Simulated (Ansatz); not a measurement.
**C3H9AgClP: up Jacob's ladder to CCSD(T)**

Aim: compute C3H9AgClP with functionals from several rungs and with coupled cluster, and see how far each lands from CCSD(T) at the basis-set limit for the atomisation energy.

Computed with Ansatz 0.2.0, Gaussian basis. Level: functionals in def2-TZVPP, the program's frozen cores in correlated methods.

The runs, in order: LDA (SPW92), PBE-D4, revPBE-D4, BLYP-D4, r2SCAN-D4, B97M-V, PBE0-D4, B3LYP-D4, r2SCANh-D4, r2SCAN0-D4, HSE06-D4, BHLYP-D4, CAM-B3LYP-D4, LC-ωPBE, ωB97X-V, ωB97M-V, B2PLYP, PBE-QIDH; CCSD(T)/def2-SVP; CCSD(T)/def2-TZVPP; MP2/def2-QZVPP; extrapolation to the limit; RPA on PBE.

## Step 1: The geometry

All runs share one geometry, relaxed beforehand with PBE0-D4 in a triple-zeta def2 set. Ag takes the def2 core potential; no spin-orbit term is included.

SMILES `C[P+](C)(C)[Ag-][Cl]`, 15 atoms, charge 0, spin multiplicity 1.

Atoms are counted from 1 here; the program's logs count them from 0.

Bond lengths: C1–P2 1.818 Å, C1–H7 1.093 Å, C1–H8 1.091 Å, C1–H9 1.091 Å, P2–C3 1.818 Å, P2–C4 1.818 Å, P2–Ag5 2.320 Å, C3–H10 1.091 Å, C3–H11 1.093 Å, C3–H12 1.091 Å, C4–H13 1.091 Å, C4–H14 1.093 Å, C4–H15 1.091 Å, Ag5–Cl6 2.288 Å. Angles: P2–C1–H7 111.2°, P2–C1–H8 109.5°, P2–C1–H9 109.5°, H7–C1–H8 109.3°, H7–C1–H9 109.3°, H8–C1–H9 108.0°, C1–P2–C3 103.3°, C1–P2–C4 103.3°, C1–P2–Ag5 115.1°, C3–P2–C4 103.3°, C3–P2–Ag5 115.2°, C4–P2–Ag5 115.1°, P2–C3–H10 109.5°, P2–C3–H11 111.2°, P2–C3–H12 109.5°, H10–C3–H11 109.3°, H10–C3–H12 108.0°, H11–C3–H12 109.3° and more.

## Step 2: LDA

This LDA is Slater exchange with PW92 correlation.

in.yaml

```yaml
crystal:
  periodic: [false, false, false]
  atoms:
    - {symbol: C, position_ang: [-0.657475, -0.644607, 1.462863]}
    - {symbol: P, position_ang: [-0.036329, 0.241829, 0.001802]}
    - {symbol: C, position_ang: [1.706155, -0.270080, -0.087302]}
    - {symbol: C, position_ang: [-0.804540, -0.649072, -1.384704]}
    - {symbol: Ag, position_ang: [-0.393311, 2.534356, 0.015435]}
    - {symbol: Cl, position_ang: [-0.749736, 4.794650, 0.027641]}
    - {symbol: H, position_ang: [-0.456848, -1.716246, 1.388876]}
    - {symbol: H, position_ang: [-1.732656, -0.484458, 1.555720]}
    - {symbol: H, position_ang: [-0.178161, -0.248937, 2.359511]}
    - {symbol: H, position_ang: [2.158047, 0.133207, -0.994719]}
    - {symbol: H, position_ang: [1.797516, -1.359015, -0.091385]}
    - {symbol: H, position_ang: [2.248357, 0.134185, 0.768770]}
    - {symbol: H, position_ang: [-0.419357, -0.257081, -2.327183]}
    - {symbol: H, position_ang: [-0.598221, -1.720678, -1.327880]}
    - {symbol: H, position_ang: [-1.883451, -0.488063, -1.367455]}
basis:
  gaussian: {orbitals: def2-TZVPP}
hamiltonian: {xc: lda}
output: {orbitals: {seedname: orbitals}}
```

Further steps of the session: PBE-D4 (GGA); revPBE-D4 (GGA); BLYP-D4 (GGA); r2SCAN-D4 (meta-GGA); B97M-V (meta-GGA); PBE0-D4 (hybrid); B3LYP-D4 (hybrid); r2SCANh-D4 (hybrid); r2SCAN0-D4 (hybrid); HSE06-D4 (hybrid); BHLYP-D4 (hybrid); CAM-B3LYP-D4 (range-separated); LC-ωPBE (range-separated); ωB97X-V (range-separated); ωB97M-V (range-separated); B2PLYP (double hybrid); PBE-QIDH (double hybrid); CCSD(T) in def2-SVP; CCSD(T) in def2-TZVPP; MP2 in def2-QZVPP; RPA on PBE orbitals.

**Question.** What will the summary of the whole plan be? Wanted: atomisation energy, CCSD(T)/CBS; farthest beyond LDA; mean size of error, GGA; mean size of error, meta-GGA; mean size of error, hybrid; mean size of error, range-separated; mean size of error, double hybrid; gap, smallest and largest; T1 diagnostic.

**Answer**, as computed:

```
                               quantity                                                                                       value
        atomisation energy, CCSD(T)/CBS                                                                             1258.9 kcal/mol
functionals within 6.3 kcal/mol (0.5 %)  r2SCAN-D4, B97M-V, PBE0-D4, B3LYP-D4, r2SCANh-D4, HSE06-D4, CAM-B3LYP-D4, ωB97X-V, ωB97M-V
                    farthest beyond LDA                                                                   BHLYP-D4 (-29.5 kcal/mol)
                mean size of error, GGA                                                                               11.5 kcal/mol
           mean size of error, meta-GGA                                                                                4.9 kcal/mol
             mean size of error, hybrid                                                                                7.8 kcal/mol
    mean size of error, range-separated                                                                                5.4 kcal/mol
      mean size of error, double hybrid                                                                               12.9 kcal/mol
              gap, smallest and largest                                                       4.40 eV (BLYP-D4), 11.04 eV (LC-ωPBE)
                          T1 diagnostic                                                                                      0.0132
triples share of the correlation energy                                                                                       3.7 %
```

In words: The LDA atomisation energy is off by 170.1 kcal/mol (14 %): it overbinds. PBE-D4 is off by +18.0 kcal/mol. Double hybrids carry the basis error of their MP2 part in triple zeta, and no dispersion term here, so their miss is partly the set-up's. The rungs meta-GGA, range-separated miss on average by less than the doubt on the reference (6.3 kcal/mol), so they tie. Misses under about 6.3 kcal/mol are within the doubt on the reference itself, which lacks core-valence correlation, spin-orbit coupling and higher excitations. All levels share the lack of spin-orbit coupling, which lowers the free heavy atoms and so the true binding. Hartree-Fock recovers 74 % of the binding; the rest is correlation. CCSD(T) in def2-SVP is off by -71.4 kcal/mol, worse than the median functional, from the basis alone. Orbital gaps span 4.4 to 11.0 eV; exact exchange widens them. Correlated methods include outer-core shells of Ag, which these sets cover unevenly.
